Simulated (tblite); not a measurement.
# C7H13NSSi: the cost of one run

The runs use tblite 0.8.0 and PySCF 2.14.0, with density-fitted response routines of our own; the level of theory stands in each step. All values are computed, except where a source is named. Atoms are numbered from 0 throughout.

**1. Starting geometry**

23 atoms, charge 0, multiplicity 1; geometry from: force field or distance geometry start.

Bonds of the start (Å): C0–C1 1.20, C1–C2 1.50, C2–C3 1.50, C3–C4 1.47, C4–C5 1.46, C5–C6 1.49, C5–S7 1.46, C3–N8 1.46, N8–Si9 1.77, C0–H10 1.06, C2–H11 1.07, C2–H12 1.14, C3–H13 1.13, C4–H14 1.13, C4–H15 1.11, C6–H16 1.09, C6–H17 1.14, C6–H18 1.12, N8–H19 1.04, Si9–H20 1.48, Si9–H21 1.48, Si9–H22 1.47.

**2. Optimising the geometry with GFN2-xTB**

What the job is given:

```
{"job": {"kind": "relax", "xc": "GFN2-xTB", "basis": "xTB"}, "charge": 0, "multiplicity": 1}
C     -0.378100     2.901400    -0.710300
C     -0.196300     2.111200     0.171700
C      0.050800     1.131300     1.283000
C     -0.418100    -0.236300     0.868200
C      0.285500    -0.764700    -0.308400
C      1.735300    -0.927900    -0.254600
C      2.744900     0.147900    -0.035600
S      2.298000    -2.263300    -0.413200
N     -1.810300    -0.028700     0.466500
Si    -2.602900    -1.525200    -0.060200
H     -0.564300     3.586200    -1.500900
H      1.086000     1.205400     1.547200
H     -0.594800     1.515200     2.138900
H     -0.393000    -0.937800     1.751000
H     -0.133600    -1.789600    -0.509300
H      0.010200    -0.133900    -1.184700
H      2.457100     1.136500    -0.402700
H      3.665400    -0.118700    -0.647500
H      3.134600     0.136600     1.015300
H     -1.769000     0.675300    -0.300900
H     -4.057400    -1.293600     0.020700
H     -2.310600    -1.825000    -1.480500
H     -2.244000    -2.675200     0.785300
```

On the command line:

```bash
> OMP_NUM_THREADS=1 python probes_run.py task.json out
```

One launch serves the whole session: the jobs run in the order shown.

Q: Estimate the wall time of this first job on 1 thread of Arm Neoverse N1, shared host.

About 2.9 s.
